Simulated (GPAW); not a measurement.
Runs of GPAW 26.7.0 on MoSe. The structure is cubic, space group Fm-3m (No. 225). The conventional cell has a = 5.786 Å, b = 5.786 Å, c = 5.786 Å, α = 90.00°, β = 90.00°, γ = 90.00°. Mo (site symmetry m-3m) is surrounded by 6 Se at 2.89 Å. Se (site symmetry m-3m) is surrounded by 6 Mo at 2.89 Å. The cell was built by a generator and needn't be a form met in nature.

```tsv
level	U	gap on the mesh (eV)	pressure (GPa)
PBE	-	none	-20.3
PBE+U	Mo d U = 4 eV	none	-14.0
PBE+U	Mo d U = 5 eV	none	(a)
PBE+U	Mo d U = 8 eV	none	-7.3
PBE+U	Mo d U = 2 eV	none	(b)
```

Alike in all rows: task single point; potentials or basis GPAW PAW data sets (gpaw-data 1.2.1), pw; no spin polarisation; cell as given; k mesh 8 × 8 × 8; cutoff (eV) 600; smearing fermi-dirac 0.05 eV.

Task: Estimate the missing entries.

Result: (a) -12.3; (b) -17.3.

Caveats: U without spin polarisation on a metal has little footing (some runs).

A k mesh can miss the band edges, and the runs leave out spin-orbit coupling on Mo, Se.

A gap of «none» marks a metal or a gap under the smearing width.
